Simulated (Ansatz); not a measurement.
# WF+ (septet): wave-function methods side by side, def2-QZVPP

One table from this session's results is given with a row withheld; the runs are named, their logs left out.

Program: Ansatz 0.2.0, Gaussian basis. Level of theory: def2-QZVPP, core rule «outside noble gas», up to 5 orbitals frozen. These are calculated values, not measurements.

To be run: UHF; ROHF; CCSD(T) on UHF.

## The system

The geometry is a PBE0/def2-TZVP stationary point (not a proven minimum) of the parent state, kept for this charge and spin. No spin-orbit coupling is included. Elements past krypton take def2 core potentials.

2 atoms, charge 1, spin multiplicity 7.

Atoms are counted from 1 here; the program's logs count them from 0.

Bond lengths: W1–F2 1.786 Å.

Set-up of the first run:

File in.yaml:

```yaml
crystal:
  periodic: [false, false, false]
  atoms:
    - {symbol: W, position_ang: [0.000000, 0.000000, 0.000000]}
    - {symbol: F, position_ang: [0.000000, 0.000000, 1.786200]}
basis:
  gaussian: {orbitals: "def2-QZVPP.json"}
total_charge: 1
magnetization: {spin_polarized: true, initial_magnetization: 6}
hamiltonian: {xc: hf}
output: {orbitals: {seedname: orbitals}}
```

Started as:

```bash
$ ansatz run in.yaml --threads 1 --pin off --events-out ev --progress --plain --max-ram 4096MiB --backend cpu
```

Among the steps run: UHF; ROHF; CCSD(T) on UHF.

One of the session's tables, all rows but one given; the rest of the session is left out.

```
  method  from UCCSD(T) (meV)
    ROHF              +8760.6
     UHF                    ?
    UMP2               +667.7
   UCCSD               +196.8
UCCSD(T)                    0
```

Q: Estimate the row for UHF from the others.

The run gave: from UCCSD(T) (meV): +8475.1. In the column «from UCCSD(T) (meV)» it lies between UMP2 (+667.7) and ROHF (+8760.6).
